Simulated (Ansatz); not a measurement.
**C12H22: one species, many methods**

Aim: compute C12H22 with functionals from several rungs and with coupled cluster. The yardstick is the atomisation energy at the CCSD(T) limit.

The runs use Ansatz 0.2.0, Gaussian basis; functionals in def2-TZVPP, the program's frozen cores in correlated methods.

Plan: LDA (SPW92), PBE-D4, revPBE-D4, BLYP-D4, r2SCAN-D4, B97M-V, PBE0-D4, B3LYP-D4, r2SCANh-D4, r2SCAN0-D4, HSE06-D4, BHLYP-D4, CAM-B3LYP-D4, LC-ωPBE, ωB97X-V, ωB97M-V, B2PLYP, PBE-QIDH; CCSD(T)/def2-SVP; CCSD(T)/def2-TZVPP; MP2/def2-QZVPP; extrapolation to the limit; RPA on PBE.

**1. The relaxed structure**

The geometry comes from an earlier relaxation with PBE0-D4 in a triple-zeta def2 set; it is a stationary point, not always the lowest conformer.

SMILES `C1CCC(C2CCCCC2)CC1`, 34 atoms, charge 0, spin multiplicity 1.

Atoms are counted from 1 here; the program's logs count them from 0.

Bond lengths: C1–C2 1.533 Å, C1–C12 1.531 Å, C1–H13 1.094 Å, C1–H14 1.094 Å, C2–C3 1.520 Å, C2–H15 1.093 Å, C2–H16 1.096 Å, C3–C4 1.535 Å, C3–H17 1.093 Å, C3–H18 1.097 Å, C4–C5 1.538 Å, C4–C11 1.543 Å, C4–H19 1.096 Å, C5–C6 1.533 Å, C5–C10 1.531 Å, C5–H20 1.099 Å, C6–C7 1.524 Å, C6–H21 1.097 Å and more. Angles: C2–C1–C12 111.2°, C2–C1–H13 110.0°, C2–C1–H14 109.7°, C12–C1–H13 109.6°, C12–C1–H14 109.9°, H13–C1–H14 106.3°, C1–C2–C3 110.6°, C1–C2–H15 110.4°, C1–C2–H16 110.1°, C3–C2–H15 110.8°, C3–C2–H16 108.7°, H15–C2–H16 106.1°, C2–C3–C4 111.2°, C2–C3–H17 110.6°, C2–C3–H18 108.9°, C4–C3–H17 110.1°, C4–C3–H18 109.8°, H17–C3–H18 106.1° and more.

**2. LDA**

This LDA is Slater exchange with PW92 correlation.

in.yaml

```yaml
crystal:
  periodic: [false, false, false]
  atoms:
    - {symbol: C, position_ang: [-0.223950, 0.884136, 3.380840]}
    - {symbol: C, position_ang: [-0.864973, -0.373160, 2.782496]}
    - {symbol: C, position_ang: [-0.119006, -0.811847, 1.532600]}
    - {symbol: C, position_ang: [-0.279637, 0.213261, 0.401910]}
    - {symbol: C, position_ang: [0.823452, 0.086118, -0.662988]}
    - {symbol: C, position_ang: [0.520630, 0.896614, -1.927997]}
    - {symbol: C, position_ang: [-0.602660, 0.294914, -2.764543]}
    - {symbol: C, position_ang: [-0.316747, -1.155936, -3.124365]}
    - {symbol: C, position_ang: [-0.014092, -1.981177, -1.881743]}
    - {symbol: C, position_ang: [1.118937, -1.358223, -1.077262]}
    - {symbol: C, position_ang: [-0.338673, 1.639551, 0.988569]}
    - {symbol: C, position_ang: [0.431926, 1.742016, 2.295795]}
    - {symbol: H, position_ang: [0.523985, 0.602579, 4.128430]}
    - {symbol: H, position_ang: [-0.982208, 1.468791, 3.910661]}
    - {symbol: H, position_ang: [-0.888920, -1.177144, 3.522764]}
    - {symbol: H, position_ang: [-1.909282, -0.173150, 2.517225]}
    - {symbol: H, position_ang: [-0.467953, -1.793270, 1.201531]}
    - {symbol: H, position_ang: [0.944034, -0.933650, 1.776638]}
    - {symbol: H, position_ang: [-1.244830, 0.012666, -0.076459]}
    - {symbol: H, position_ang: [1.739385, 0.493055, -0.211586]}
    - {symbol: H, position_ang: [1.431199, 0.932629, -2.538436]}
    - {symbol: H, position_ang: [0.282778, 1.934471, -1.679859]}
    - {symbol: H, position_ang: [-1.548490, 0.351240, -2.213416]}
    - {symbol: H, position_ang: [-0.745188, 0.889585, -3.672016]}
    - {symbol: H, position_ang: [0.550811, -1.194268, -3.795731]}
    - {symbol: H, position_ang: [-1.157618, -1.585724, -3.677203]}
    - {symbol: H, position_ang: [0.246641, -3.006444, -2.161476]}
    - {symbol: H, position_ang: [-0.916166, -2.052245, -1.262020]}
    - {symbol: H, position_ang: [1.351020, -1.972495, -0.204391]}
    - {symbol: H, position_ang: [2.024632, -1.356188, -1.696469]}
    - {symbol: H, position_ang: [-1.379982, 1.926683, 1.170217]}
    - {symbol: H, position_ang: [0.047802, 2.362500, 0.266625]}
    - {symbol: H, position_ang: [0.500242, 2.782942, 2.622838]}
    - {symbol: H, position_ang: [1.462885, 1.411125, 2.128803]}
basis:
  gaussian: {orbitals: def2-TZVPP}
hamiltonian: {xc: lda}
output: {orbitals: {seedname: orbitals}}
```

Started as:

```sh
ansatz run in.yaml --threads 11 --pin off --events-out ev --progress --plain --max-ram 174080MiB --backend cuda --devices 0, --max-vram 75GiB
```

Further steps of the session: PBE-D4 (GGA); revPBE-D4 (GGA); BLYP-D4 (GGA); r2SCAN-D4 (meta-GGA); B97M-V (meta-GGA); B3LYP-D4 (hybrid); r2SCANh-D4 (hybrid); r2SCAN0-D4 (hybrid); HSE06-D4 (hybrid); BHLYP-D4 (hybrid); CAM-B3LYP-D4 (range-separated); LC-ωPBE (range-separated); ωB97X-V (range-separated); ωB97M-V (range-separated); B2PLYP (double hybrid); PBE-QIDH (double hybrid); CCSD(T) in def2-SVP; CCSD(T) in def2-TZVPP; MP2 in def2-QZVPP; RPA on PBE orbitals.

**Question.** What will the summary of the whole plan be? Wanted: atomisation energy, CCSD(T)/CBS; farthest beyond LDA; mean size of error, GGA; mean size of error, meta-GGA; mean size of error, hybrid; mean size of error, range-separated; mean size of error, double hybrid; gap, smallest and largest; T1 diagnostic.

As calculated:

| quantity | value |
| --- | --- |
| atomisation energy, CCSD(T)/CBS | 147.381 eV |
| functionals within 0.737 eV (0.5 %) | revPBE-D4, r2SCAN-D4, B97M-V, B3LYP-D4, r2SCANh-D4, r2SCAN0-D4, CAM-B3LYP-D4, LC-ωPBE, ωB97X-V, ωB97M-V, PBE-QIDH |
| farthest beyond LDA | PBE-D4 (+3.124 eV) |
| mean size of error, GGA | 1.431 eV |
| mean size of error, meta-GGA | 0.372 eV |
| mean size of error, hybrid | 1.197 eV |
| mean size of error, range-separated | 0.504 eV |
| mean size of error, double hybrid | 1.073 eV |
| gap, smallest and largest | 6.64 eV (LDA (SPW92)), 13.60 eV (LC-ωPBE) |
| T1 diagnostic | 0.0091 |
| triples share of the correlation energy | 4.1 % |

What this shows: The LDA atomisation energy is off by 20.454 eV (14 %): it overbinds. PBE-D4 is off by +3.124 eV. Double hybrids carry the basis error of their MP2 part in triple zeta, and no dispersion term here, so their miss is partly the set-up's. The rungs meta-GGA, range-separated miss on average by less than the doubt on the reference (0.737 eV), so they tie. Misses under about 0.737 eV are within the doubt on the reference itself, which lacks core-valence correlation, relativity and higher excitations. Hartree-Fock recovers 76 % of the binding; the rest is correlation. CCSD(T) in def2-SVP is off by -4.758 eV, more than most functionals: a good method in a small basis is no reference. Orbital gaps span 6.6 to 13.6 eV; exact exchange widens them.
